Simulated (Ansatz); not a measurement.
# GaH3O+ (doublet): the correlation ladder, cc-pVDZ

One table from this session's results is given with a row withheld; the runs are named, their logs left out.

Method: cc-pVDZ, core rule «outside noble gas», up to 15 orbitals frozen; program: Ansatz 0.2.0, Gaussian basis.

Plan: UHF; CCSD(T) on ROHF; CCSD(T) on UHF; BCCD(T) on ROHF; CISD; CCSDT(Q) on ROHF; CCSDT(Q) on UHF.

9 further runs of the same task are left out: 6 for a known fault of the program, 3 set aside as unsound or not needed.

## What is computed

The geometry is a PBE0/def2-TZVP stationary point (not a proven minimum) of the parent state, kept for this charge and spin. No spin-orbit coupling is included. The filled d shell of Ga may be among the frozen orbitals whatever the setting's name suggests; the logs give the count.

5 atoms, charge 1, spin multiplicity 2.

Atoms are counted from 1 here; the program's logs count them from 0.

Bond lengths: O1–Ga2 1.788 Å, O1–H3 0.959 Å, Ga2–H4 1.565 Å, Ga2–H5 1.556 Å. Angles: Ga2–O1–H3 114.1°, O1–Ga2–H4 117.5°, O1–Ga2–H5 113.8°, H4–Ga2–H5 128.7°.

The first run:

File in.yaml:

```yaml
crystal:
  periodic: [false, false, false]
  atoms:
    - {symbol: O, position_ang: [0.000000, -0.112056, 1.452192]}
    - {symbol: Ga, position_ang: [0.000000, 0.013833, -0.331657]}
    - {symbol: H, position_ang: [0.000000, 0.734063, 1.903886]}
    - {symbol: H, position_ang: [0.000000, 1.449687, -0.954928]}
    - {symbol: H, position_ang: [0.000000, -1.361954, -1.058153]}
basis:
  gaussian: {orbitals: cc-pVDZ}
total_charge: 1
magnetization: {spin_polarized: true, initial_magnetization: 1}
hamiltonian: {xc: hf}
output: {orbitals: {seedname: orbitals}}
```

On the command line:

```bash
> ansatz run in.yaml --threads 1 --pin off --events-out ev --progress --plain --max-ram 4096MiB --backend cpu
```

Among the steps run: UHF; CCSD(T) on ROHF; CCSD(T) on UHF; BCCD(T) on ROHF; CISD; CCSDT(Q) on ROHF; CCSDT(Q) on UHF.

One of the session's tables, all rows but one given; the rest of the session is left out.

It belongs to the step «Misses and costs». 

| method | from RCCSDT(Q) (meV) |
| --- | --- |
| RMP2 | +888.5 |
| UMP2 | +899.2 |
| RCCSD | +311.9 |
| UCCSD | +313.6 |
| RCCSD(T) | +50.9 |
| UCCSD(T) | +54.1 |
| BCCD(T) | +57.8 |
| RCCSDT | ? |
| UCCSDT | +21.2 |
| RCCSDT(Q) | 0 |
| UCCSDT(Q) | -28.4 |

Estimate the missing values for RCCSDT.

**Answer.** from RCCSDT(Q) (meV): +22.9. In the column «from RCCSDT(Q) (meV)» it lies between UCCSDT (+21.2) and RCCSD(T) (+50.9).

Not comparable, so not listed: CISD (they don't share determinant, frozen orbitals or solution with the rows shown, or repeat one).

Limits of these values: Left out of the table: ROHF, UHF (another determinant or state than the rows shown). Warnings: coupled cluster took another determinant than the lowest; large T1 diagnostic. Restricted and unrestricted rows rest on different reference determinants; where their highest levels disagree by more than a few hundredths of an eV, they describe different states and don't form one ladder.
